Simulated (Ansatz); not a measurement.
Run this with the Python package of Ansatz (0.2.0) and show what comes out.

The script reads `mon2_mon2_p4_mbm.xyz`:
```text
6
Lattice="4.348053 0.0 0.0 0.0 4.348053 0.0 0.0 0.0 2.76746" Properties=species:S:1:pos:R:3 pbc="T T T"
Mo    2.17402650    2.17402650    0.00000000
Mo    0.00000000    0.00000000    0.00000000
N     3.86260593    1.68857943    1.38373000
N     0.48544707    2.65947357    1.38373000
N     1.68857943    0.48544707    1.38373000
N     2.65947357    3.86260593    1.38373000
```

Input file `mon2_mo2n_r_3m.extxyz`:
```text
3
Lattice="1.44078118 0.8318354 5.00209607 -1.44078118 0.8318354 5.00209607 0.0 -1.66367081 5.00209607" Properties=species:S:1:pos:R:3 pbc="T T T"
Mo   -0.00000000    0.00000000    3.64489955
Mo    0.00000000    0.00000000   11.36138866
N     0.00000000    0.00000000    0.00000000
```

Input file `mon2_mo.vasp`:
```text
Mo
1.0
  -1.57341500    1.57341500    1.57341500
   1.57341500   -1.57341500    1.57341500
   1.57341500    1.57341500   -1.57341500
Mo
1
Direct
   0.00000000    0.00000000    0.00000000
```

Input file `mon2_n2.vasp`:
```text
N
1.0
   9.00000000    0.00000000    0.00000000
   0.00000000    9.50000000    0.00000000
   0.00000000    0.00000000   10.00000000
N
2
Direct
   0.50000000    0.50000000    0.44450000
   0.50000000    0.50000000    0.55550000
```

`mon2.py`
```python
"""Convex hull of a few Mo-N phases, after relaxing cells and atoms."""

from collections import Counter
import csv
import logging
import sys
import warnings

import ansatz as az
from ase.io import read
import numpy as np
from scipy.spatial import ConvexHull

logging.basicConfig(stream=sys.stdout, format="%(levelname)s:%(name)s:%(message)s")
log = logging.getLogger("calc")
log.setLevel(logging.INFO)

XC = "pbesol"
MAX_ITERATIONS = 150
EXTRA_BANDS = 16
KSPACING = 0.39
OCCUPATIONS = "cold"
SIGMA = 0.02

GASES = {"N2"}


def solve(name, crystal):
    calc = (
        crystal.calculation()
        .functional(XC)
        .basis(20 * az.Ha)
        .eigensolver("davidson", mixed_precision=False)
        .scf(max_iterations=MAX_ITERATIONS, extra_bands=EXTRA_BANDS, lower_state_search="light")
        .kpoints(spacing=KSPACING)
        .occupations(OCCUPATIONS, width=SIGMA)
    )
    if name in GASES:
        return calc.kpoints(1, 1, 1).relax(force_tolerance=0.03, max_steps=60).run()
    calc = calc.relax(force_tolerance=0.03, max_steps=60, cell=True)
    return calc.run()


def counts(outcome):
    return Counter(site.symbol for site in outcome.lattice.sites)

def formation_energy(outcome, mu):
    n = counts(outcome)
    return (outcome.report["energy_sigma0_ev"] - sum(k * mu[element] for element, k in n.items())) / sum(n.values())

warnings.simplefilter("ignore", az.DeckWarning)

phases = {}
mon2_p4_mbm = az.Crystal.from_extxyz("mon2_mon2_p4_mbm.xyz")
phases["MoN2 P4/mbm"] = mon2_p4_mbm
mo2n_r_3m = az.Crystal.from_extxyz("mon2_mo2n_r_3m.extxyz")
phases["Mo2N R-3m"] = mo2n_r_3m
atoms = read("mon2_mo.vasp", format="vasp")
mo = az.Crystal.from_ase(atoms)
phases["Mo"] = mo
atoms = read("mon2_n2.vasp", format="vasp")
n2 = az.Crystal.from_ase(atoms)
phases["N2"] = n2

done = {}
for name, crystal in phases.items():
    done[name] = solve(name, crystal)
    log.info(f"{name}: {done[name].report['energy_sigma0_ev']:.4f} eV, {len(done[name].lattice.sites)} atoms")

# chemical potentials of the elements at zero temperature
references = {"Mo": "Mo", "N": "N2"}
mu = {element: done[name].report["energy_sigma0_ev"] / len(done[name].lattice.sites) for element, name in references.items()}
points = sorted((counts(o)["N"] / len(o.lattice.sites), formation_energy(o, mu), name) for name, o in done.items())

xy = np.array([(x, e) for x, e, _ in points] + [(0.5, 10.0)])
hull = sorted(tuple(xy[i]) for i in ConvexHull(xy).vertices if xy[i, 1] < 5)
rows = [(name, x, e, e - np.interp(x, *zip(*hull))) for x, e, name in points]
with open("hull.csv", "w", newline="") as handle:
    writer = csv.writer(handle)
    writer.writerow(["phase", "x(N)", "E_form (eV/atom)", "above hull (eV/atom)"])
    writer.writerows([round(v, 4) if isinstance(v, float) else v for v in row] for row in rows)
print(open("hull.csv").read())
print("on the hull of these phases:", ", ".join(row[0] for row in rows if row[3] < 1e-6))
```

Running `python mon2.py` prints:
```text
INFO:calc:MoN2 P4/mbm: -11309.7189 eV, 6 atoms
INFO:calc:Mo2N R-3m: -10174.5368 eV, 3 atoms
INFO:calc:Mo: -4897.4457 eV, 1 atoms
INFO:calc:N2: -756.9549 eV, 2 atoms
phase,x(N),E_form (eV/atom),above hull (eV/atom)
Mo,0.0,0.0,0.0
Mo2N R-3m,0.3333,-0.3893,0.0
MoN2 P4/mbm,0.6667,-0.153,0.0417
N2,1.0,0.0,0.0

on the hull of these phases: Mo, Mo2N R-3m, N2
```

Reading the output:
- These settings explore the input space; cutoff and mesh may be short of convergence.
- No spin polarisation was allowed.
- For the metals among these phases the mesh is modest: differences between phases can be off by up to 40 meV an atom.
- The cells come from databases of deposited and of computed structures, and not all need be stable phases.
- Differences under about 40 meV an atom lie within the error of mesh and functional, so such verdicts may flip; only the cells listed enter the hull.
- Wall time of the script: 46 s on 1 thread of Arm Neoverse V2, on a shared host, peak memory 0.85 GiB.

(Lines on the test bed's own set-up are left out of the output.)
